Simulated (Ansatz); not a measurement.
# Zr2F3: a trial structure relaxed, part 2 of 2

Where does this trial cell of Zr2F3 go when cell and atoms are let free?

Ansatz 0.2.0; DFT PBE, scalar-relativistic, plane waves, PAW.

## (4) Spin check on a coarse mesh

Input file input.yaml:

```yaml
crystal:
  lattice:
    - [5.1951634977, 0.0, 0.0]
    - [-2.5975817489, 4.4991435658, 0.0]
    - [0.0, 0.0, 4.1840478213]
  atoms:
    - { symbol: Zr, position: [0.3333333333, 0.6666666667, 0.0], spin: 1.0 }
    - { symbol: Zr, position: [0.6666666667, 0.3333333333, 0.0], spin: 1.0 }
    - { symbol: F, position: [0.3333333333, 0.6666666667, 0.5] }
    - { symbol: F, position: [0.6666666667, 0.3333333333, 0.5] }
    - { symbol: F, position: [0.0, 0.0, 0.0] }
basis:
  ecutwfc: 420
kpoints:
  mp_grid: { grid: [6, 6, 4] }
hamiltonian:
  xc: pbe
scf:
  occupations: { method: gaussian, width: 0.1 }
  lower_state_search: "off"
output:
  forces: true
  stress: true
  eigenvalues: true
  populations: true
magnetization:
  spin_polarized: true
```

Started as:

```console
$ ansatz run input.yaml --threads 1 --pin off --max-ram 2560MiB --backend cpu --events-out ev --progress --plain --runs-dir out
```

The program printed, shortened:

```text
[...]
SCF converged after 23 iterations
Magnetization: 0.8483 μB (22.9242 up, 22.0758 down)
Absolute magnetization: 0.8787 μB (∫|ρ↑−ρ↓|, with the PAW one-centre terms)
Spin contamination: 0.0015 ħ² per cell (⟨S²⟩ above its minimum at these occupations)
[...]
       -0.000000       0.061648      -0.000000
       -0.000000      -0.000000       0.000538
  P = ⅓ Tr σ = 0.0413 GPa (0.413 kbar)
--- Band table (eV; the first three rows and the last of 42) ---
[...]
--- Löwdin populations: 5 sites ---
  site symbol       q [e]    m [muB]
     0     Zr     11.2120     0.4047
     1     Zr     11.2120     0.4047
     2      F      7.3997    -0.0072
     3      F      7.3997    -0.0072
     4      F      7.6113     0.0328
  spilling = 0.003671 (of n_electrons = 45.000000)
```

Run time: 35 s. Hardware: 1 thread of Intel Xeon at 2.50GHz (Skylake/Cascade Lake), shared host; peak memory 0.44 GiB.

Per atom:

| atom | moment in the atom's sphere (μB) | Löwdin electrons |
| --- | --- | --- |
| Zr1 | 0.14 | 11.21 |
| Zr2 | 0.14 | 11.21 |
| F3 | 0.00 | 7.40 |
| F4 | 0.00 | 7.40 |
| F5 | 0.03 | 7.61 |

The Löwdin counts miss 0.17 of the 45 electrons, which the atomic orbitals do not span, so they are no charges.

The same cell is solved with trial moments on Zr. The largest site moment that stays is 0.14 μB and the cell's total 0.85 μB. The workflow keeps spin only above 0.25 μB on a site, so the next run goes without spin, although a moment survived, so a magnetic state may lie a little lower.

## (5) Full relaxation

The end of the coarse run is made exact in the group found at a tolerance of 0.06 Å and reduced to its primitive cell.

Input file input.yaml:

```yaml
crystal:
  lattice:
    - [5.1951634977, 0.0, 0.0]
    - [-2.5975817489, 4.4991435658, 0.0]
    - [0.0, 0.0, 4.1840478213]
  atoms:
    - { symbol: Zr, position: [0.3333333333, 0.6666666667, 0.0] }
    - { symbol: Zr, position: [0.6666666667, 0.3333333333, 0.0] }
    - { symbol: F, position: [0.3333333333, 0.6666666667, 0.5] }
    - { symbol: F, position: [0.6666666667, 0.3333333333, 0.5] }
    - { symbol: F, position: [0.0, 0.0, 0.0] }
basis:
  ecutwfc: 420
kpoints:
  mp_grid: { grid: [12, 12, 10] }
hamiltonian:
  xc: pbe
scf:
  occupations: { method: gaussian, width: 0.1 }
output:
  forces: true
  stress: true
  eigenvalues: true
relax:
  adjacent_minimum: "off"
  f_tol: 0.01
  max_steps: 80
  cell: { stress_tol: 0.05 }
```

Started as:

```console
$ ansatz run input.yaml --threads 1 --pin off --max-ram 2560MiB --backend cpu --events-out ev --progress --plain --runs-dir out
```

The program printed:

```text
Warning: RAYON_NUM_THREADS=1 ignored (pool sized by the plan → 1); use --threads N
[... 9 set-up lines as earlier in the session ...]
Crystal: 5 atoms, lattice volume = 97.797 Å³
Basis set: ecut = 420 eV, 1879 PW (Γ), exchange–correlation on 72×72×60 points (8 copies of the dense FFT grid, shifted against one another)
Bands: 28, of which v1, the nominal top of the filled ones, is band 23 counted from 1 (22 counted from 0)
[... 1 set-up line as earlier in the session ...]
Space group: P6/mmm (ITA 191), of the structure as read, at distance tolerance 4.6e-5 Å
k-points: 114 of 1440
[... 8 set-up lines as earlier in the session ...]
SCF iter   1: F=—  HF=-10793.593019 eV  |F-HF|=—  |Δ(HF+E_count)|=         —  Δρ=1.31e-2  dr2=2.29e-1  ethr=1.77e-3  ⟨swp⟩=4.5  Hψ=12906  notcnv=0
preconditioner: auto → LDOS  [metal: Δε(μ)=0.003 eV  Ē_g=6.931 eV  σ=0.100 eV  W_gap=0.02  n_scr=20 (ndim 8)  ℏωp=18.0 eV  f_vac=0.137  D(μ)=4.87/eV (n_scr^D=44)  β→1.0]
SCF iter   2: F=—  HF=-10793.542967 eV  |F-HF|=—  |Δ(HF+E_count)|=   5.01e-2  Δρ=6.35e-3  dr2=2.75e-2  ethr=5.09e-4  ⟨swp⟩=2.8  Hψ=6695  notcnv=0  defer=73
SCF iter   3: F=—  HF=-10793.546777 eV  |F-HF|=—  |Δ(HF+E_count)|=   3.81e-3  Δρ=6.36e-3  dr2=2.65e-2  ethr=6.11e-5  ⟨swp⟩=2.0  Hψ=6068  notcnv=0  defer=73
SCF iter   4: F=—  HF=-10793.541066 eV  |F-HF|=—  |Δ(HF+E_count)|=   5.71e-3  Δρ=2.12e-3  dr2=2.82e-3  ethr=5.88e-5  ⟨swp⟩=2.0  Hψ=4801  notcnv=0  defer=73
SCF iter   5: F=—  HF=-10793.540803 eV  |F-HF|=—  |Δ(HF+E_count)|=   2.63e-4  Δρ=4.19e-4  dr2=1.18e-4  ethr=6.27e-6  ⟨swp⟩=2.0  Hψ=4780  notcnv=0  defer=69
SCF iter   6: F=—  HF=-10793.540950 eV  |F-HF|=—  |Δ(HF+E_count)|=   1.47e-4  Δρ=1.35e-4  dr2=9.84e-6  ethr=2.63e-7  ⟨swp⟩=2.0  Hψ=4565  notcnv=0  defer=69
SCF iter   7: F=—  HF=-10793.540081 eV  |F-HF|=—  |Δ(HF+E_count)|=   8.69e-4  Δρ=5.63e-5  dr2=9.90e-7  ethr=2.19e-8  ⟨swp⟩=2.0  Hψ=5709  notcnv=0  defer=69
SCF iter   8: F=—  HF=-10793.540083 eV  |F-HF|=—  |Δ(HF+E_count)|=   1.91e-6  Δρ=1.98e-5  dr2=1.49e-7  ethr=2.20e-9  ⟨swp⟩=2.8  Hψ=5673  notcnv=0  defer=69
SCF iter   9: F=-10793.540083 eV  HF=-10793.540083 eV  |F-HF|=1.68e-8  |Δ(HF+E_count)|=   2.25e-7  Δρ=6.05e-6  dr2=1.34e-8  ethr=2.22e-10  ⟨swp⟩=6.7  Hψ=10734  notcnv=0
SCF 1 converged in 9 iterations: F = -10793.540083 eV  dr2 = 1.34e-8
relax step   1: F+E_penalty+E_count = -10793.54008293 eV  Δ(F+E_penalty+E_count) = +0.000e0 eV  max|allowed force component| = 7.031e-17 eV/Å  Δτ_max = 0.0000 Å  P = +0.267 GPa  Ω = 97.797 Å³  (9 SCF iters, dr2 threshold 1.00e-7 eV, accepted)
Crystal: 5 atoms, lattice volume = 99.136 Å³
Basis set: ecut = 420 eV, 1915 PW (Γ), exchange–correlation on 72×72×60 points (8 copies of the dense FFT grid, shifted against one another)
[... 2 set-up lines as earlier in the session ...]
iter 1 solved again at ethr=2.62e-5 eV; its pass at ethr=3.10e-3 eV (dr2=1.18e-2 eV) is discarded
SCF iter   1: F=—  HF=-10793.540936 eV  |F-HF|=—  |Δ(HF+E_count)|=         —  Δρ=2.86e-3  dr2=1.18e-2  ethr=2.62e-5  ⟨swp⟩=1.1  Hψ=16795  notcnv=0
preconditioner: auto → LDOS  [metal: Δε(μ)=0.008 eV  Ē_g=6.773 eV  σ=0.100 eV  W_gap=0.05  n_scr=20 (ndim 8)  ℏωp=17.9 eV  f_vac=0.134  D(μ)=5.73/eV (n_scr^D=58)  β→1.0]
SCF iter   2: F=—  HF=-10793.538933 eV  |F-HF|=—  |Δ(HF+E_count)|=   2.00e-3  Δρ=2.71e-3  dr2=5.06e-3  ethr=2.62e-5  ⟨swp⟩=2.0  Hψ=4805  notcnv=0
SCF iter   3: F=—  HF=-10793.537995 eV  |F-HF|=—  |Δ(HF+E_count)|=   9.38e-4  Δρ=1.08e-3  dr2=1.37e-3  ethr=1.13e-5  ⟨swp⟩=2.0  Hψ=4218  notcnv=0
SCF iter   4: F=—  HF=-10793.537868 eV  |F-HF|=—  |Δ(HF+E_count)|=   1.27e-4  Δρ=4.70e-4  dr2=2.89e-4  ethr=3.04e-6  ⟨swp⟩=2.1  Hψ=3940  notcnv=0
SCF iter   5: F=—  HF=-10793.536954 eV  |F-HF|=—  |Δ(HF+E_count)|=   9.15e-4  Δρ=8.94e-5  dr2=1.05e-5  ethr=6.42e-7  ⟨swp⟩=2.0  Hψ=4468  notcnv=0
SCF iter   6: F=—  HF=-10793.536956 eV  |F-HF|=—  |Δ(HF+E_count)|=   2.23e-6  Δρ=2.87e-5  dr2=4.97e-7  ethr=2.33e-8  ⟨swp⟩=2.3  Hψ=5186  notcnv=0
SCF iter   7: F=-10793.536956 eV  HF=-10793.536956 eV  |F-HF|=5.32e-8  |Δ(HF+E_count)|=   5.40e-7  Δρ=9.40e-6  dr2=3.16e-8  ethr=9.97e-10  ⟨swp⟩=5.5  Hψ=12150  notcnv=0
SCF 2 converged in 7 iterations: F = -10793.536956 eV  dr2 = 3.16e-8
relax step   2: F+E_penalty+E_count = -10793.53695642 eV  Δ(F+E_penalty+E_count) = +3.127e-3 eV  max|allowed force component| = 1.332e-16 eV/Å  Δτ_max = 0.0000 Å  P = -0.313 GPa  Ω = 99.136 Å³  energy of the carried Pulay correction = -3.257e-3 eV  (7 SCF iters, dr2 threshold 4.49e-7 eV, accepted)
Crystal: 5 atoms, lattice volume = 98.484 Å³
Basis set: ecut = 420 eV, 1903 PW (Γ), exchange–correlation on 72×72×60 points (8 copies of the dense FFT grid, shifted against one another)
iter 1 solved again at ethr=6.20e-6 eV; its pass at ethr=3.10e-3 eV (dr2=2.79e-3 eV) is discarded
SCF iter   1: F=—  HF=-10793.540928 eV  |F-HF|=—  |Δ(HF+E_count)|=         —  Δρ=1.39e-3  dr2=2.79e-3  ethr=6.20e-6  ⟨swp⟩=2.3  Hψ=15421  notcnv=0
preconditioner: auto → LDOS  [metal: Δε(μ)=0.008 eV  Ē_g=6.702 eV  σ=0.100 eV  W_gap=0.04  n_scr=20 (ndim 8)  ℏωp=17.9 eV  f_vac=0.129  D(μ)=5.97/eV (n_scr^D=70)  β→1.0]
SCF iter   2: F=—  HF=-10793.540442 eV  |F-HF|=—  |Δ(HF+E_count)|=   4.87e-4  Δρ=1.30e-3  dr2=1.23e-3  ethr=6.20e-6  ⟨swp⟩=2.0  Hψ=4766  notcnv=0
SCF iter   3: F=—  HF=-10793.540251 eV  |F-HF|=—  |Δ(HF+E_count)|=   1.91e-4  Δρ=5.70e-4  dr2=3.80e-4  ethr=2.73e-6  ⟨swp⟩=2.0  Hψ=4218  notcnv=0
SCF iter   4: F=—  HF=-10793.539337 eV  |F-HF|=—  |Δ(HF+E_count)|=   9.14e-4  Δρ=1.98e-4  dr2=5.08e-5  ethr=8.44e-7  ⟨swp⟩=2.1  Hψ=4410  notcnv=0
SCF iter   5: F=—  HF=-10793.539336 eV  |F-HF|=—  |Δ(HF+E_count)|=   1.03e-6  Δρ=3.59e-5  dr2=1.28e-6  ethr=1.13e-7  ⟨swp⟩=2.0  Hψ=4113  notcnv=0
SCF iter   6: F=-10793.539337 eV  HF=-10793.539336 eV  |F-HF|=1.33e-7  |Δ(HF+E_count)|=   6.76e-7  Δρ=1.49e-5  dr2=9.55e-8  ethr=8.58e-10  ⟨swp⟩=5.4  Hψ=13837  notcnv=0
SCF 3 converged in 6 iterations: F = -10793.539337 eV  dr2 = 9.55e-8
relax step   3: F+E_penalty+E_count = -10793.53933654 eV  Δ(F+E_penalty+E_count) = -2.380e-3 eV  max|allowed force component| = 2.480e-16 eV/Å  Δτ_max = 0.0000 Å  P = -0.025 GPa  Ω = 98.484 Å³  energy of the carried Pulay correction = -1.678e-3 eV  (6 SCF iters, dr2 threshold 3.86e-7 eV, accepted)
Crystal: 5 atoms, lattice volume = 98.468 Å³
iter 1 solved again at ethr=3.83e-9 eV; its pass at ethr=3.10e-3 eV (dr2=1.73e-6 eV) is discarded
SCF iter   1: F=—  HF=-10793.540261 eV  |F-HF|=—  |Δ(HF+E_count)|=         —  Δρ=4.14e-5  dr2=1.50e-6  ethr=3.83e-9  ⟨swp⟩=2.0  Hψ=15950  notcnv=0
preconditioner: auto → LDOS  [metal: Δε(μ)=0.003 eV  Ē_g=6.735 eV  σ=0.100 eV  W_gap=0.02  n_scr=20 (ndim 8)  ℏωp=17.9 eV  f_vac=0.131  D(μ)=5.93/eV (n_scr^D=58)  β→1.0]
SCF iter   2: F=—  HF=-10793.539377 eV  |F-HF|=—  |Δ(HF+E_count)|=   8.84e-4  Δρ=2.75e-5  dr2=4.99e-7  ethr=3.34e-9  ⟨swp⟩=2.0  Hψ=5796  notcnv=0
SCF iter   3: F=—  HF=-10793.539377 eV  |F-HF|=—  |Δ(HF+E_count)|=   1.84e-7  Δρ=3.02e-5  dr2=5.40e-7  ethr=1.11e-9  ⟨swp⟩=2.0  Hψ=4876  notcnv=0
SCF iter   4: F=—  HF=-10793.539377 eV  |F-HF|=—  |Δ(HF+E_count)|=   1.25e-7  Δρ=7.29e-6  dr2=4.19e-8  ethr=1.11e-9  ⟨swp⟩=2.0  Hψ=4218  notcnv=0
SCF iter   5: F=-10793.539377 eV  HF=-10793.539377 eV  |F-HF|=1.51e-10  |Δ(HF+E_count)|=   5.66e-9  Δρ=2.24e-6  dr2=4.26e-9  ethr=3.18e-11  ⟨swp⟩=4.0  Hψ=10141  notcnv=0
SCF 4 converged in 5 iterations: F = -10793.539377 eV  dr2 = 4.26e-9
relax step   4: F+E_penalty+E_count = -10793.53937667 eV  Δ(F+E_penalty+E_count) = -4.012e-5 eV  max|allowed force component| = 7.020e-17 eV/Å  Δτ_max = 0.0000 Å  P = +0.002 GPa  Ω = 98.468 Å³  energy of the carried Pulay correction = -1.643e-3 eV  (5 SCF iters, dr2 threshold 1.43e-8 eV, accepted)
Initial wavefunctions: pseudopotential atomic-orbital guess (no wavefunctions were taken with the density)
iter 1 solved again at ethr=5.70e-8 eV; its pass at ethr=3.10e-3 eV (dr2=2.56e-5 eV) is discarded
SCF iter   1: F=—  HF=-10793.541950 eV  |F-HF|=—  |Δ(HF+E_count)|=         —  Δρ=7.59e-5  dr2=9.89e-7  ethr=5.70e-8  ⟨swp⟩=3.5  Hψ=21846  notcnv=0
SCF iter   2: F=—  HF=-10793.541093 eV  |F-HF|=—  |Δ(HF+E_count)|=   8.57e-4  Δρ=7.63e-5  dr2=3.27e-6  ethr=2.20e-9  ⟨swp⟩=3.0  Hψ=6055  notcnv=0
SCF iter   3: F=—  HF=-10793.541092 eV  |F-HF|=—  |Δ(HF+E_count)|=   7.78e-7  Δρ=1.85e-5  dr2=1.45e-7  ethr=2.20e-9  ⟨swp⟩=2.0  Hψ=4911  notcnv=0
SCF iter   4: F=—  HF=-10793.541092 eV  |F-HF|=—  |Δ(HF+E_count)|=   5.24e-9  Δρ=4.76e-6  dr2=1.17e-8  ethr=3.23e-10  ⟨swp⟩=2.0  Hψ=4560  notcnv=0
SCF iter   5: F=—  HF=-10793.541092 eV  |F-HF|=—  |Δ(HF+E_count)|=   3.55e-9  Δρ=1.71e-6  dr2=2.17e-9  ethr=2.60e-11  ⟨swp⟩=2.1  Hψ=4606  notcnv=0
SCF iter   6: F=—  HF=-10793.541092 eV  |F-HF|=—  |Δ(HF+E_count)|=  1.98e-10  Δρ=4.87e-7  dr2=2.59e-10  ethr=4.82e-12  ⟨swp⟩=2.0  Hψ=3600  notcnv=0
SCF iter   7: F=-10793.541092 eV  HF=-10793.541092 eV  |F-HF|=0.00e0  |Δ(HF+E_count)|=  2.36e-11  Δρ=1.07e-7  dr2=6.85e-12  ethr=1.00e-12  ⟨swp⟩=4.0  Hψ=11404  notcnv=0
SCF 5 converged in 7 iterations: F = -10793.541092 eV  dr2 = 6.85e-12
relax step   5: F+E_penalty+E_count = -10793.54109204 eV  Δ(F+E_penalty+E_count) = -1.715e-3 eV  max|allowed force component| = 9.252e-17 eV/Å  Δτ_max = 0.0000 Å  P = +0.039 GPa  Ω = 98.468 Å³  stress off target by 4.62e-2 GPa  SCF on the basis re-selected at this cell (its energy is not comparable with the rows above)  (7 SCF iters)
basis re-selected at this cell: Δ(F+E_penalty+E_count) = -1.715e-3 eV, ΔP = +0.037 GPa vs the last step (what re-selecting the basis moved, of the pressure what is left beyond the Pulay correction that the steps carried, after the strain that the cell walked since its last selection, with what the two solves' SCF thresholds leave and, on support functions, any second-order correction that the steps lacked; it is no measure of the basis error at this ecutwfc). This SCF's stress stands 4.62e-2 GPa from its target on what of the cell is left free (relax.cell.stress_tol is 5.00e-2 GPa) and its largest allowed force component is 9.25e-17 eV/Å (relax.f_tol is 1.00e-2 eV/Å): within both
SCF converged after 7 iterations
Free energy (F): -10793.541092 eV
Harris-Foulkes:  -10793.541092 eV  (|F-HF|=0.00e0)
Internal energy: -10793.511450 eV  (E = F + TS)
E sigma→0 (E₀):  -10793.526271 eV
Entropy (-TS):   -0.029642 eV (-5.928 meV/atom)
Fermi energy:    7.443330 eV
--- Per-component energies (eV) ---
  E_band       = -463.045156
  E_kinetic    = 1279.839233
  E_local      = -3739.920155  (includes V_loc(G=0)·N_el)
  E_nonlocal   = 382.432711
  E_hartree    = 1328.484908
  E_xc         = -559.440392
  E_vxc        = -684.077770  (∫ρ·V_xc dr)
  E_paw        = -6509.136400  (= ΣΔE_a)
  E_vpaw       = -358.295249  (= ΣTr[D̂ρ^β])
  E_aug_tail   = 0.006191  (compensation charges beyond the density's cutoff)
  E_ewald      = -2975.777547
  E_smearing   = -0.029642  (= −TS)
  E_closure    = 0.000000  (closes the sum)
  Σ components = -10793.541092   (vs F -10793.541092, Δ=0.00e0)
--- Forces (eV/Å), atoms counted from 1 ---
  atom   1  Zr     0.00000000    -0.00000000    -0.00000000
  atom   2  Zr    -0.00000000     0.00000000     0.00000000
  atom   3  F     -0.00000000    -0.00000000    -0.00000000
  atom   4  F      0.00000000     0.00000000     0.00000000
  atom   5  F      0.00000000     0.00000000     0.00000000
  max |Σ_I F_I| component: 3.72e-17 eV/Å
--- Stress (GPa, compression-positive) ---
        0.046179       0.000000      -0.000000
        0.000000       0.046179       0.000000
       -0.000000       0.000000       0.025301
  P = ⅓ Tr σ = 0.0392 GPa (0.392 kbar)
--- Band table (eV; the first three rows and the last of 114) ---
  k-point 0: bands = ["-42.2283", "-42.0908", "-20.7668", "-20.6291", "-20.2955", "-20.2955", "-19.7373", "-19.7373", "-18.8259", "-18.6563", "-14.7574", "-0.0444", "-0.0444", "-0.0258", "0.1334", "0.6002", "0.6002", "3.1413", "3.1413", "3.9323", "5.3354", "7.6148", "7.6148", "8.0690", "8.0690", "9.2373", "9.2373", "9.5674"]
  k-point 1: bands = ["-42.2277", "-42.0903", "-20.9230", "-20.7771", "-20.2948", "-20.2948", "-19.7367", "-19.7367", "-18.6179", "-18.4584", "-14.7570", "-0.2420", "-0.0854", "-0.0854", "-0.0739", "0.5747", "0.5747", "3.1422", "3.1422", "3.9050", "5.3813", "7.7121", "7.7121", "8.0839", "8.0839", "9.2472", "9.2472", "9.6432"]
  k-point 2: bands = ["-42.2261", "-42.0888", "-21.2385", "-21.0798", "-20.2928", "-20.2928", "-19.7352", "-19.7352", "-18.1627", "-18.0216", "-14.7557", "-0.7788", "-0.5891", "-0.1894", "-0.1894", "0.5089", "0.5089", "3.1453", "3.1453", "3.8401", "5.5010", "7.9284", "7.9284", "8.1634", "8.1634", "9.2745", "9.2745", "9.8402"]
  k-point 113: bands = ["-42.1539", "-42.1539", "-21.7125", "-21.7125", "-20.3605", "-20.0124", "-20.0124", "-19.6580", "-17.1540", "-17.1540", "-14.7367", "-1.9355", "-1.9355", "-0.6363", "-0.0728", "-0.0728", "0.5085", "3.1925", "3.1925", "3.7541", "6.6662", "7.1017", "7.1017", "8.5583", "9.2026", "9.2026", "10.9997", "11.0971"]
--- Relaxed structure (4 steps of the walk, 4 accepted, 1 SCFs on fresh bases) ---
  F+E_penalty+E_count = -10793.54109204 eV   max|allowed force component| = 9.252e-17 eV/Å   (the final SCF, on the basis selected at the relaxed cell)
  cell:  # Å, volume = 98.4675 Å³
    - [5.2138713273293344, 2.8971493231438324e-11, -1.7330187913317808e-30]
    - [-2.606935663689757, 4.515345021516008, -2.7012177097855696e-19]
    - [1.1660145306002586e-34, -2.512038993244376e-19, 4.18255688958821]
  atoms:
    - { symbol: Zr, position: [0.33333333333333326, 0.6666666666666666, 4.875010171730191e-34] }
    - { symbol: Zr, position: [0.6666666666666665, 0.3333333333333333, -4.935195482492292e-34] }
    - { symbol: F, position: [0.33333333333333326, 0.6666666666666666, 0.5] }
    - { symbol: F, position: [0.6666666666666665, 0.3333333333333333, 0.5] }
    - { symbol: F, position: [-3.698469610490466e-35, 3.4156091687143433e-35, 0.0] }
```

It took 3.3 min on 1 thread of Intel Xeon at 2.50GHz (Skylake/Cascade Lake), shared host; peak memory 0.55 GiB.

Relaxation path:

```csv
step,energy from step 1 (eV/cell),largest force component (eV/Å),pressure (GPa),volume (Å³)
1,0.0000,0.0000,0.27,97.80
2,0.0031,0.0000,-0.31,99.14
3,0.0007,0.0000,-0.03,98.48
4,0.0007,0.0000,0.00,98.47
5,-0.0010,0.0000,0.04,98.47
```

Step 1 is the start. Step 5 repeats the geometry before it on a plane-wave basis chosen anew for that cell, so its energy need not be comparable with the rows above. The walk judges its steps with a correction for the finite basis (Pulay term) that this column leaves out, so accepted steps can climb here and lower ones be refused.

|  | before | after | change |
| --- | --- | --- | --- |
| a (Å) | 5.195 | 5.214 | +0.4 % |
| b (Å) | 5.195 | 5.214 | +0.4 % |
| c (Å) | 4.184 | 4.183 | 0.0 % |
| volume (Å³/atom) | 19.56 | 19.69 | +0.7 % |
| shortest distance (Å) | 2.092 | 2.091 | 0.0 % |
| space group (0.01 Å) | P6/mmm | P6/mmm | same |

The run keeps the 24 symmetry operations of the start, so it could not have lowered the symmetry.

## (6) Changing settings: ecutrho_ratio 9, xc revpbe, ecutwfc left out

Input file input.yaml:

```yaml
crystal:
  lattice:
    - [5.2138713273, 0.0, 0.0]
    - [-2.6069356637, 4.5153450215, 0.0]
    - [0.0, 0.0, 4.1825568896]
  atoms:
    - { symbol: Zr, position: [0.3333333333, 0.6666666667, 0.0] }
    - { symbol: Zr, position: [0.6666666667, 0.3333333333, 0.0] }
    - { symbol: F, position: [0.3333333333, 0.6666666667, 0.5] }
    - { symbol: F, position: [0.6666666667, 0.3333333333, 0.5] }
    - { symbol: F, position: [0.0, 0.0, 0.0] }
basis:
  ecutrho_ratio: 9
kpoints:
  mp_grid: { grid: [12, 12, 10] }
hamiltonian:
  xc: revpbe
scf:
  occupations: { method: gaussian, width: 0.1 }
output:
  forces: true
  eigenvalues: true
  stress: true
```

Started as:

```console
$ ansatz run input.yaml --threads 1 --pin off --max-ram 2560MiB --backend cpu --events-out ev --progress --plain --runs-dir out
```

The program printed, shortened:

```text
Warning: RAYON_NUM_THREADS=1 ignored (pool sized by the plan → 1); use --threads N
[...]
[... 3 set-up lines as earlier in the session ...]
Functional definition: revPBE
[...]
Crystal: 5 atoms, lattice volume = 98.468 Å³
[...]
  atom   2  Zr     0.00000000     0.00000000     0.00000000
  atom   3  F      0.00000000     0.00000000     0.00000000
  atom   4  F     -0.00000000    -0.00000000    -0.00000000
  atom   5  F      0.00000000     0.00000000     0.00000000
[...]
--- Stress (GPa, compression-positive) ---
        1.697901       0.000000       0.000000
        0.000000       1.697901       0.000000
        0.000000       0.000000       2.883474
  P = ⅓ Tr σ = 2.0931 GPa (20.931 kbar)
--- Band table (eV; the first three rows and the last of 114) ---
[... band rows left out ...]
[...]
```

It took 35 s on 1 thread of Intel Xeon at 2.50GHz (Skylake/Cascade Lake), shared host; peak memory 0.63 GiB.

| run | ending | energy change | pressure (GPa) | gap (eV) | force (eV/Å) | cycles | time |
| --- | --- | --- | --- | --- | --- | --- | --- |
| step 5 | converged | - | 0.0 | 0.00 | 0.00 | - | 3.3 min |
| variant | converged | not comparable | 2.1 | 0.00 | 0.00 | 8 | 35 s |

After a change of functional the difference of the totals has no physical meaning; the pressure goes from 0.0 to 2.1 GPa. The numerical grids changed too.

## (7) Summary of results

This closing draws on all 2 parts. Changes of volume or cell count from the first structure of part 1.

| quantity | value |
| --- | --- |
| symmetry at the end (tolerance 0.05 Å) | space group P6/mmm (No. 191) |
| conventional cell | a = 5.214 Å, b = 5.214 Å, c = 4.183 Å, α = 90.00°, β = 90.00°, γ = 120.00° |
| volume | 19.69 Å³/atom |
| energy over the elements (uncorrected; H, N, O, F and Cl as molecules) | -1.82 eV/atom |
| gap on the mesh | none (metal) |

In words: The space group P6/mmm (No. 191) is kept, and the volume per atom grows by 38.9 % from the first guess. A negative formation energy is needed for stability but isn't enough; other structures and compounds were not set against it here. No finished test with a distortion of lower symmetry is shown, so the end may be a saddle point. Some metallic runs here have no spin polarisation while others do; where cell and settings agree, the difference is what magnetism gains. Other magnetic orders were not searched.
